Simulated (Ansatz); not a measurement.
# GeH4OS: single points off equilibrium

How do the functionals fare away from a minimum? The structure is a structure displaced at random from a GFN2-xTB minimum.

Computed with Ansatz 0.2.0, Gaussian basis. Level: single points in def2-TZVPP.

Correlated methods freeze the cores. Filled d shells of the heavier atoms are correlated.

### Step 1. The starting structure

SMILES `S[O][GeH3]`, 7 atoms, charge 0, spin multiplicity 1.

Atoms are counted from 1 here; the program's logs count them from 0.

Bond lengths: S1–O2 1.657 Å, S1–H4 1.326 Å, O2–Ge3 1.775 Å, Ge3–H5 1.451 Å, Ge3–H6 1.521 Å, Ge3–H7 1.499 Å. Angles: O2–S1–H4 99.4°, S1–O2–Ge3 121.0°, O2–Ge3–H5 110.2°, O2–Ge3–H6 97.4°, O2–Ge3–H7 108.3°, H5–Ge3–H6 114.0°, H5–Ge3–H7 110.6°, H6–Ge3–H7 115.5°.

Coordinates:

```
S    -0.81930   -1.84110   -0.27120
O    -0.62130   -0.45290    0.61100
Ge    0.61360    0.74270    0.16940
H    -1.99250   -1.57630   -0.82990
H     0.40170    1.20290   -1.19030
H     0.27350    1.77650    1.23160
H     1.96060    0.09970    0.30370
```

### Step 2. CCSD(T)/def2-TZVPP

Input file run/in.yaml:

```yaml
crystal:
  periodic: [false, false, false]
  atoms:
    - {symbol: S, position_ang: [-0.819300, -1.841100, -0.271200]}
    - {symbol: O, position_ang: [-0.621300, -0.452900, 0.611000]}
    - {symbol: Ge, position_ang: [0.613600, 0.742700, 0.169400]}
    - {symbol: H, position_ang: [-1.992500, -1.576300, -0.829900]}
    - {symbol: H, position_ang: [0.401700, 1.202900, -1.190300]}
    - {symbol: H, position_ang: [0.273500, 1.776500, 1.231600]}
    - {symbol: H, position_ang: [1.960600, 0.099700, 0.303700]}
basis:
  gaussian: {orbitals: def2-TZVPP}
correlation: {method: ccsd_t}
output: {forces: true}
```

No record of the launch command was kept for these runs.

### Step 3. PBE0-D4/def2-TZVPP

run/in.yaml, as its differences from that of step 2:

```diff
@@ -12,3 +12,3 @@
   gaussian: {orbitals: def2-TZVPP}
-correlation: {method: ccsd_t}
-output: {forces: true}
+hamiltonian: {xc: pbe0, dispersion: d4}
+output: {forces: true, orbitals: {seedname: orbitals}}
```

### Step 4. wB97M-V/def2-TZVPP

run/in.yaml, as its differences from that of step 3:

```diff
@@ -12,3 +12,3 @@
   gaussian: {orbitals: def2-TZVPP}
-hamiltonian: {xc: pbe0, dispersion: d4}
-output: {forces: true, orbitals: {seedname: orbitals}}
+hamiltonian: {xc: {name: wB97M-V}}
+output: {forces: true}
```

### Step 5. r2SCAN-D4/def2-TZVPP

run/in.yaml, as its differences from that of step 4:

```diff
@@ -12,3 +12,3 @@
   gaussian: {orbitals: def2-TZVPP}
-hamiltonian: {xc: {name: wB97M-V}}
+hamiltonian: {xc: r2scan, dispersion: d4}
 output: {forces: true}
```

### Step 6. PBE-D4/def2-TZVPP

run/in.yaml, as its differences from that of step 5:

```diff
@@ -12,3 +12,3 @@
   gaussian: {orbitals: def2-TZVPP}
-hamiltonian: {xc: r2scan, dispersion: d4}
+hamiltonian: {xc: pbe, dispersion: d4}
 output: {forces: true}
```

### Step 7. wB97X-V/def2-TZVPP

run/in.yaml, as its differences from that of step 6:

```diff
@@ -12,3 +12,3 @@
   gaussian: {orbitals: def2-TZVPP}
-hamiltonian: {xc: pbe, dispersion: d4}
+hamiltonian: {xc: {name: wB97X-V}}
 output: {forces: true}
```

### Step 8. B97M-V/def2-TZVPP

run/in.yaml, as its differences from that of step 7:

```diff
@@ -12,3 +12,3 @@
   gaussian: {orbitals: def2-TZVPP}
-hamiltonian: {xc: {name: wB97X-V}}
+hamiltonian: {xc: {name: B97M-V}}
 output: {forces: true}
```

(Steps that only read results are left out.)

What does the calculation give? Wanted: energy less free atoms, CCSD(T)/def2-TZVPP; RMS force component; RMS force error; HOMO and LUMO, PBE0-D4; T1 diagnostic.

**Answer**, as computed:

| quantity | value |
| --- | --- |
| energy less free atoms, CCSD(T)/def2-TZVPP | -1853.8 kJ/mol |
| RMS force component | 0.535 to 0.678 eV/Å over the methods |
| RMS force error | PBE0-D4 0.144, wB97M-V 0.100, r2SCAN-D4 0.069, PBE-D4 0.223, wB97X-V 0.125, B97M-V 0.089 eV/Å |
| HOMO and LUMO, PBE0-D4 | -6.58 and -0.84 eV |
| T1 diagnostic | 0.013 |

**Reading.** Against CCSD(T) the functionals' energies less atoms differ by -70.2 to -9.1 kJ/mol, PBE-D4 by -52.2 kJ/mol. A larger basis would deepen the CCSD(T) value, while the functionals are nearly converged already, so the order here is not reliable. The forces of r2SCAN-D4 come nearest to CCSD(T), those of PBE-D4 are farthest. Frozen-core CCSD(T) forces in triple zeta carry basis errors of their own, and this is one geometry, so small gaps rank nothing.
